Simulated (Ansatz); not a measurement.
The system is Mo4Ru.

```xyz
5
Lattice="0.0000 2.2333 10.9937 1.5831 0.0000 10.9937 1.5831 2.2333 0.0000" Properties=species:S:1:pos:R:3 pbc="T T T"
Ru    0.0000    0.0000    0.0000
Mo    1.5831    2.2333   13.1515
Mo    1.5831    2.2333    4.3817
Mo    1.5831    2.2333   17.6057
Mo    1.5831    2.2333    8.8360
```

The cell comes from a database or a generator and needn't be the stable form of this composition.

Base run:

```yaml
Program: Ansatz 0.2.0
Functional: LDA
Potentials_or_basis: all-electron LAPW, scalar-relativistic
Cutoff: 249 eV (chosen from the basis error)
Basis_error_allowed: 0.002 eV/atom
k_mesh: 10 × 10 × 10
Occupations: fermi-dirac, width 0.05 eV
Spin: no spin polarisation
```

Its results: pressure -14.5 GPa; largest force 0.128 eV/Å.

Task: The run is repeated on the same cell with these changes: functional from LDA to PBEsol. What comes out?

Result: Pressure -9.8 GPa; largest force 0.108 eV/Å.

PBEsol binds less tightly than LDA, so the same cell stands under more pressure.
